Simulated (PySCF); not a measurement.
**CoO₂H: relaxation and vibrations of the singlet**

The task is one start of a wider search on CoO₂H: the singlet, from a trigonal planar start. It is relaxed, tested by its Hessian and followed downhill if it is a saddle.

Computed with PySCF 2.14.0. Level: PBE0, basis Co def2-TZVP, O def2-TZVP, H def2-TZVP, no relativity, density fitting.

**1. Where the work starts**

4 atoms, charge 0, spin multiplicity 1.

Bond lengths: Co1–O2 1.600 Å, Co1–O3 1.600 Å, Co1–H4 1.430 Å. Angles: O2–Co1–O3 120.0°, O2–Co1–H4 120.0°, O3–Co1–H4 120.0°.

```xyz
4
charge 0 multiplicity 1
Co    0.0000    0.0000    0.0000
O    -0.8000    1.3856    0.0000
O    -0.8000   -1.3856    0.0000
H     1.4300    0.0000    0.0000
```

**2. First SCF at the start**

One driver script runs all steps and calls PySCF; scf.py shows how it sets up the SCF of each step. The optimiser is the driver's own. After this first run the driver tries any further starts and a stability analysis.

File scf.py:

```python
from pyscf import gto, scf, dft
mol = gto.M(atom='''
Co     0.000000     0.000000     0.000000
O     -0.800000     1.385600     0.000000
O     -0.800000    -1.385600     0.000000
H      1.430000     0.000000     0.000000''',
    basis={'Co': 'def2-TZVP', 'O': 'def2-TZVP', 'H': 'def2-TZVP'},
    charge=0, spin=0)
mf = dft.RKS(mol, xc='PBE0')
mf.grids.atom_grid = (50, 194)
aux = {'Co': 'def2-universal-JKFIT', 'O': 'def2-universal-JKFIT', 'H': 'def2-universal-JKFIT'}
mf = mf.density_fit(auxbasis=aux)
mf.conv_tol = 1e-08
mf.diis_space = 10
mf.max_cycle = 60
mf.init_guess = 'minao'
mf.verbose = 4
mf.kernel()
```

Started as:

```sh
$ OMP_NUM_THREADS=4 python axn.py task.json out
```

After this run come: Relaxing the singlet from the trigonal planar start; Is it a minimum? Harmonic modes; The broken-symmetry singlet; Vibrations and properties at this point.

Q: Predict the outcome of this session. Wanted: minimum; geometry; wavenumbers; dipole moment; highest occupied, lowest empty level; polar-tensor charge of Co1; zero-point energy; atomisation energy; ⟨S²⟩.

The runs gave:

```
                                          quantity                                                               value
                                           minimum                                        broken-symmetry (Ms = 0), Cs
                                          geometry  Co–H 1.462 Å, Co–O 1.547 Å (×2); H–Co–O 104.9° (×2), O–Co–O 140.9°
                                wavenumbers (cm⁻¹)                                       221, 274, 581, 926, 994, 2088
                                     dipole moment                                                              1.24 D
highest occupied, lowest empty level (either spin)                                                     -9.36, -4.67 eV
                        polar-tensor charge of Co1                                                             +0.74 e
                                 zero-point energy                                                         30.4 kJ/mol
                               entropy at 298.15 K                                                     275.7 J/(mol K)
         atomisation energy (no zero-point energy)                                                          867 kJ/mol
                                              ⟨S²⟩                                                               0.717
```

In words: From C2v at the start the molecule goes to a Cs minimum. The determinant is spin-contaminated (⟨S²⟩ = 0.72 against 0.00), so it is no pure spin state. The strongest infrared band lies at 994 cm⁻¹ (stretch). Other starts or spin states, not run here, may lie lower. The SCF density has lower symmetry than the nuclear frame.
